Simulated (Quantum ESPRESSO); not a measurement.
A calculation with Quantum ESPRESSO 7.5 of Hf3F (ASE script, structure from a P1 CIF):

run.py

```python
import numpy as np
from ase.calculators.espresso import Espresso, EspressoProfile
from ase.io import read

atoms = read('Hf3F.cif')

input_data = {
    'control': {'calculation': 'scf', 'prefix': 'pwscf', 'outdir': './tmp', 'tprnfor': True, 'tstress': True, 'disk_io': 'nowf'},
    'system': {'ecutwfc': 60.0, 'ecutrho': 440.0, 'nbnd': 30, 'occupations': 'smearing', 'smearing': 'fd', 'degauss': 0.00367493},
    'electrons': {'conv_thr': 8e-10, 'electron_maxstep': 120, 'mixing_beta': 0.5},
}
pseudopotentials = {'Hf': 'Hf-sp.oncvpsp.upf', 'F': 'f_pbe_v1.4.uspp.F.UPF'}
profile = EspressoProfile(command='pw.x', pseudo_dir='pseudo')
dft = Espresso(profile=profile, input_data=input_data, pseudopotentials=pseudopotentials, kpts=(9, 6, 5), koffset=(0, 0, 0))
atoms.calc = dft

print(f'energy {atoms.get_potential_energy():.8f} eV')
print('forces (eV/A)')
print(np.round(atoms.get_forces(), 6))
print('stress (eV/A^3, Voigt)')
print(np.round(atoms.get_stress(), 8))
print(f'Fermi level {dft.get_fermi_level():.4f} eV')
```

Hf3F.cif

```cif
data_Hf3F
_cell_length_a 3.01826959
_cell_length_b 4.21978007
_cell_length_c 5.91486140
_cell_angle_alpha 90.00000000
_cell_angle_beta 90.00000000
_cell_angle_gamma 90.00000000
_space_group_name_H-M_alt 'P1'
_space_group_name_Hall 'P 1'
_space_group_IT_number 1
loop_
_space_group_symop_operation_xyz
'x,y,z'
loop_
_atom_site_label
_atom_site_type_symbol
_atom_site_symmetry_multiplicity
_atom_site_Wyckoff_symbol
_atom_site_fract_x
_atom_site_fract_y
_atom_site_fract_z
_atom_site_occupancy
Hf1 Hf 1 a 0.0000000000 0.0000000000 0.5000000000 1
Hf2 Hf 1 a 0.5000000000 0.5000000000 0.7539245500 1
Hf3 Hf 1 a 0.5000000000 0.5000000000 0.2460754500 1
F1 F 1 a 0.0000000000 0.0000000000 0.0000000000 1
```

Potentials or basis: SSSP 1.3 efficiency PBE.

Launch:

```sh
$ OMP_NUM_THREADS=1 python run.py
```

The cell was built by a generator and needn't be a form met in nature.

Q: Write the same calculation in another form: native input, structure typed inline.

A: As run:

Contents of pw.in:

```
&CONTROL
  calculation = 'scf'
  prefix = 'pwscf'
  outdir = './tmp'
  pseudo_dir = './pseudo'
  tprnfor = .true.
  tstress = .true.
  disk_io = 'nowf'
/
&SYSTEM
  ibrav = 0
  nat = 4
  ntyp = 2
  ecutwfc = 60
  ecutrho = 440
  nbnd = 30
  occupations = 'smearing'
  smearing = 'fd'
  degauss = 0.00367493
/
&ELECTRONS
  conv_thr = 8d-10
  electron_maxstep = 120
  mixing_beta = 0.5
/
ATOMIC_SPECIES
Hf   178.4900 Hf-sp.oncvpsp.upf
F     18.9984 f_pbe_v1.4.uspp.F.UPF
CELL_PARAMETERS angstrom
   3.0182695900    0.0000000000    0.0000000000
   0.0000000000    4.2197800700    0.0000000000
   0.0000000000    0.0000000000    5.9148614000
ATOMIC_POSITIONS crystal
Hf     0.0000000000    0.0000000000    0.5000000000
Hf     0.5000000000    0.5000000000    0.7539245500
Hf     0.5000000000    0.5000000000    0.2460754500
F      0.0000000000    0.0000000000    0.0000000000
K_POINTS automatic
9 6 5 0 0 0
```

Potentials or basis: SSSP 1.3 efficiency PBE.

The run is started by

```sh
$ OMP_NUM_THREADS=1 pw.x -in pw.in > pw.out
```

Both were run:

|  | ASE script, structure from a P1 CIF | native input, structure typed inline |
| --- | --- | --- |
| Pressure | 5.9 GPa | 5.9 GPa |
| Largest force | 0.282 eV/Å | 0.282 eV/Å |
| Band gap on the k mesh | none (metal or under the smearing width) | none (metal or under the smearing width) |

Keys that steer only the numerical path or the files written may differ.

Caveat: an odd number of electrons without spin polarisation forces a metal; a magnetic or distorted state may lie lower.
